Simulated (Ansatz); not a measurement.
Runs of Ansatz 0.2.0 on NbSi. The structure is cubic, space group Pm-3m (No. 221). The conventional cell has a = 3.156 Å, b = 3.156 Å, c = 3.156 Å, α = 90.00°, β = 90.00°, γ = 90.00°. Nb (site symmetry m-3m) is surrounded by 8 Si at 2.73 Å. Around Si (site symmetry m-3m) lie 8 Nb at 2.73 Å. The cell was built by a generator and needn't be a form met in nature.

```csv
task,level,spin,U,cell,hubbard projectors,double counting,points for each segment of the path,gap on the mesh (eV),pressure (GPa),relaxed volume (Å³/atom)
relaxation of cell and atoms,r2SCAN+U,off,Nb d U = 5 eV,relaxed,ortho-atomic (the default),fll (the default),-,none,0.0,15.96
band structure,r2SCAN,off,-,as given,-,-,14,none,-2.0,-
relaxation of cell and atoms,r2SCAN+U,off,Nb d U = 3 eV,relaxed,ortho-atomic (the default),fll (the default),-,none,0.0,15.69
relaxation of cell and atoms,r2SCAN+U,off,Nb d U = 8 eV,relaxed,ortho-atomic (the default),fll (the default),-,none,0.0,(c)
relaxation of cell and atoms,r2SCAN+U,off,Nb d U = 1 eV,relaxed,ortho-atomic (the default),fll (the default),-,none,0.0,15.58
relaxation of cell and atoms,r2SCAN,off,-,relaxed,-,-,-,none,0.0,(a)
band structure,r2SCAN,"SOC, no magnetisation",-,as given,-,-,14,none,-2.0,-
relaxation of cell and atoms,r2SCAN+U,off,Nb d U = 6 eV,relaxed,ortho-atomic (the default),fll (the default),-,none,0.0,(b)
relaxation of cell and atoms,r2SCAN+U,off,Nb d U = 2 eV,relaxed,ortho-atomic (the default),fll (the default),-,none,0.0,15.63
relaxation of cell and atoms,r2SCAN+U,off,Nb d U = 4 eV,relaxed,ortho-atomic (the default),fll (the default),-,none,0.0,15.78
```

Alike in all rows: potentials or basis Ansatz PAW; k mesh 8 × 8 × 8; cutoff (eV) 500; smearing fermi-dirac 0.05 eV.

Fill in the values left out.

(a) 15.55; (b) 16.14; (c) 17.03.

Caveats: the PAW data sets come from PBE, with cores solved anew for the run's functional, which leaves a small shift of forces and pressure; the plane-wave basis is chosen anew once the cell has moved, so the energies of steps on either side of that aren't comparable (some runs); U without spin polarisation on a metal has little footing (some runs); the U is typed as a test and isn't derived for this compound (some runs).

A k mesh can miss the band edges, and rows without SOC leave out spin-orbit coupling on Nb.

A gap of «none» marks a metal or a gap under the smearing width.
